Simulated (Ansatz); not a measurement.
# ZrH₂ (quintet): from Hartree-Fock to the top rungs at scale of all distances = 1.319, def2-SVP

How much of the correlation energy of ZrH₂ (quintet) does each wave-function method recover here?

Program: Ansatz 0.2.0, Gaussian basis. Level of theory: def2-SVP, core rule «outside noble gas», up to 4 orbitals frozen. These are calculated values, not measurements.

Plan: UHF; CCSD(T) on ROHF; CCSD(T) on UHF; CISD; CCSDT(Q) on ROHF; CCSDT(Q) on UHF; CASSCF and MRCISD+Q, 6 electrons in 6 orbitals; CASSCF and NEVPT2, 6 electrons in 6 orbitals; CASSCF and MRCISD+Q, 6 electrons in 8 orbitals; CASSCF and NEVPT2, 6 electrons in 8 orbitals; Full CI; Full CI in the symmetry of the determinant.

18 further runs of the same task are left out: 2 for a known fault of the program, 12 that didn't finish, 4 set aside as unsound or not needed.

## Step 1: The system

The geometry derives from a PBE0/def2-TZVP stationary point (not a proven minimum). All distances are scaled together. No spin-orbit coupling is included. Elements past krypton take def2 core potentials.

3 atoms, charge 0, spin multiplicity 5.

Atoms are counted from 1 here; the program's logs count them from 0.

Bond lengths: Zr1–H2 2.597 Å, Zr1–H3 2.597 Å. Angles: H2–Zr1–H3 180.0°.

Geometry (Å):

```tsv
atom	x (Å)	y (Å)	z (Å)
Zr1	0.00000	0.00000	0.00000
H2	0.00000	0.00000	-2.59685
H3	0.00000	0.00000	2.59685
```

## Step 2: UHF

File in.yaml:

```yaml
crystal:
  periodic: [false, false, false]
  atoms:
    - {symbol: Zr, position_ang: [0.000000, 0.000000, 0.000000]}
    - {symbol: H, position_ang: [0.000000, 0.000000, -2.596847]}
    - {symbol: H, position_ang: [0.000000, 0.000000, 2.596847]}
basis:
  gaussian: {orbitals: def2-SVP}
magnetization: {spin_polarized: true, initial_magnetization: 4}
hamiltonian: {xc: hf}
output: {orbitals: {seedname: orbitals}}
```

The run is started by

```sh
$ ansatz run in.yaml --threads 1 --pin off --events-out ev --progress --plain --max-ram 2393MiB
```

Further steps of the session: CCSD(T) on ROHF; CCSD(T) on UHF; CISD; CCSDT(Q) on ROHF; CCSDT(Q) on UHF; CASSCF and MRCISD+Q, 6 electrons in 6 orbitals; CASSCF and NEVPT2, 6 electrons in 6 orbitals; CASSCF and MRCISD+Q, 6 electrons in 8 orbitals; CASSCF and NEVPT2, 6 electrons in 8 orbitals; Full CI; Full CI in the symmetry of the determinant.

Before running them: what should the planned runs give, taken together? Wanted: FCI below the RHF energy; RMP2 from FCI; UMP2 from FCI; RCCSD from FCI; RCCSD(T) from FCI; UCCSD(T) from FCI; RCCSDT(Q) from FCI; UCCSDT(Q) from FCI; NEVPT2 pair from FCI.

As calculated:

| quantity | value |
| --- | --- |
| FCI below the RHF energy | -1.8253 eV |
| RMP2 from FCI | +19.82 kcal/mol |
| UMP2 from FCI | +18.75 kcal/mol |
| RCCSD from FCI | +4.41 kcal/mol |
| RCCSD(T) from FCI | +2.01 kcal/mol |
| UCCSD(T) from FCI | +0.47 kcal/mol |
| RCCSDT(Q) from FCI | +0.02 kcal/mol |
| UCCSDT(Q) from FCI | -1.00 kcal/mol |
| NEVPT2 pair from FCI | +13.31 kcal/mol |
| MRCISD+Q pair from FCI | +4.18 kcal/mol |
| NEVPT2 valence from FCI | +12.65 kcal/mol |
| levels within 1 kcal/mol (43 meV) | UCCSD(T), RCCSDT, UCCSDT, RCCSDT(Q), UCCSDT(Q) |
| T1 diagnostic | 0.061 |
| effectively unpaired electrons | 4.24 |

RCCSD(T) misses by +2.01 kcal/mol, 4.8 % of the correlation energy. CCSD(T) misses by +2.01 kcal/mol on the restricted determinant and by +0.47 kcal/mol on the unrestricted one; the two need not hold the same state or core. UCCSDT, UCCSDT(Q) fall below full CI: unrestricted runs freeze a spin-polarised core, another one than full CI's, and coupled cluster isn't variational. The occupations show some static correlation. Of the multireference levels listed MRCISD+Q valence comes nearest in total energy (+3.90 kcal/mol), which doesn't show that its space is the better one. Coupled cluster took another determinant than the lowest Hartree-Fock one. These misses are within one basis, not against nature; the frozen cores of restricted and unrestricted runs differ, which can shift their rows.
